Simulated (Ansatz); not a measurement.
# BF4H: the cost of one run

The runs use Ansatz 0.2.0, Gaussian basis; PBE0-D4/def2-SVP.

116 further runs of the same task are left out: 116 set aside as unsound or not needed.

## (1) The system as given

The start, a pair relaxed at PBE0-D4: SMILES `F.FB(F)F`, 6 atoms, charge 0, spin multiplicity 1.

Atoms are counted from 1 here; the program's logs count them from 0.

Bond lengths: F1–H2 0.923 Å, F3–B4 1.320 Å, B4–F5 1.311 Å, B4–F6 1.311 Å. Angles: F3–B4–F5 119.6°, F3–B4–F6 119.6°, F5–B4–F6 120.4°.

As a file:

```xyz
6
BF4H
F    -0.3288   -0.4564   -1.5201
H     0.3666   -0.0594   -1.9791
F     1.0588    0.7872    0.4837
B    -0.0193    0.1178    0.8456
F    -1.1689    0.7419    0.9400
F     0.0915   -1.1312    1.2298
```

## (2) Dynamics

The input, md/in.yaml:

```yaml
crystal:
  periodic: [false, false, false]
  atoms:
    - {symbol: F, position_ang: [-0.328833, -0.456373, -1.520073]}
    - {symbol: H, position_ang: [0.366576, -0.059402, -1.979134]}
    - {symbol: F, position_ang: [1.058750, 0.787246, 0.483741]}
    - {symbol: B, position_ang: [-0.019262, 0.117836, 0.845625]}
    - {symbol: F, position_ang: [-1.168880, 0.741913, 0.940049]}
    - {symbol: F, position_ang: [0.091549, -1.131222, 1.229791]}
basis:
  gaussian: {orbitals: def2-SVP}
hamiltonian: {xc: pbe0, dispersion: d4}
md: {n_steps: 80, timestep: 0.5, temperature: 1000, ensemble: nve, seed: 463, initial_velocities: maxwell_boltzmann}
```

The run is started by

```console
ansatz run in.yaml --threads 4 --pin off --events-out ev --progress --plain --max-ram 9574MiB
```

**Question.** How long does this run take on 4 threads of AMD EPYC 9R45, shared host?

About 25 s.
